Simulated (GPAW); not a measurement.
Set up this calculation in GPAW 26.7.0, as an ASE script.

```
Task                : single point
Functional          : PBE
Potentials or basis : GPAW PAW data sets (gpaw-data 1.2.1)
Cutoff              : 800 eV
Basis               : pw
k mesh              : 10 × 10 × 4
Occupations         : fermi-dirac, width 0.05 eV
Spin                : no spin polarisation
Maxiter             : 150
```

Ta3N:

```
CELL_PARAMETERS angstrom
3.03222 0.00000 0.00000
-1.51611 2.62598 0.00000
0.00000 0.00000 7.52414
ATOMIC_POSITIONS crystal
Ta 0.67856 0.35183 0.82240
Ta 0.34771 0.66490 0.17549
Ta 0.99945 0.00065 0.49519
N 0.99628 0.01546 0.99323
```

The cell comes from a database or a generator and needn't be the stable form of this composition.

The cell isn't the ideal one: atoms moved at random, drawn with an rms of 0.05 Å.

These files were run (other wordings do the same):

run.py

```python
from ase import Atoms
from ase.dft.bandgap import bandgap
from ase.io import write
from ase.units import GPa
from gpaw import GPAW, PW

atoms = Atoms(['Ta', 'Ta', 'Ta', 'N'],
              cell=[[3.0322239879, 0.0, 0.0],
                    [-1.516111994, 2.6259830035, 0.0],
                    [0.0, 0.0, 7.524137]],
              scaled_positions=[[0.678557, 0.35183, 0.822402],
                                [0.347714, 0.664905, 0.175485],
                                [-0.00055, 0.000655, 0.495195],
                                [-0.003717, 0.015459, -0.006766]],
              pbc=True)

calc = GPAW(mode=PW(800),
            xc='PBE',
            kpts={'size': (10, 10, 4), 'gamma': True},
            occupations={'name': 'fermi-dirac', 'width': 0.05},
            nbands=40,
            convergence={'density': 1e-05, 'energy': 1e-05},
            maxiter=150,
            txt='gpaw.txt')
atoms.calc = calc
energy = atoms.get_potential_energy()
forces = atoms.get_forces()
stress = atoms.get_stress()
calc.write('gs.gpw')
write('result.traj', atoms)
print(f'Energy: {energy:.6f} eV')
print('Forces (eV/A):')
print(forces.round(4))
print('Stress (GPa):', (stress / GPa).round(3))
print('Fermi level:', round(calc.get_fermi_level(), 4), 'eV')
print(f'Gap: {bandgap(calc)[0]:.4f} eV, direct: {bandgap(calc, direct=True)[0]:.4f} eV')
```

Potentials or basis: GPAW PAW data sets (gpaw-data 1.2.1), pw.

The run is started by

```sh
$ OMP_NUM_THREADS=1 python run.py
```

It gave:

| Quantity | Value |
| --- | --- |
| Pressure | -0.7 GPa |
| Largest force | 0.942 eV/Å |
| Band gap on the k mesh | none (metal or under the smearing width) |

Wall time 6.5 min on 1 thread of Arm Neoverse V2 (shared host), peak memory 0.71 GiB.
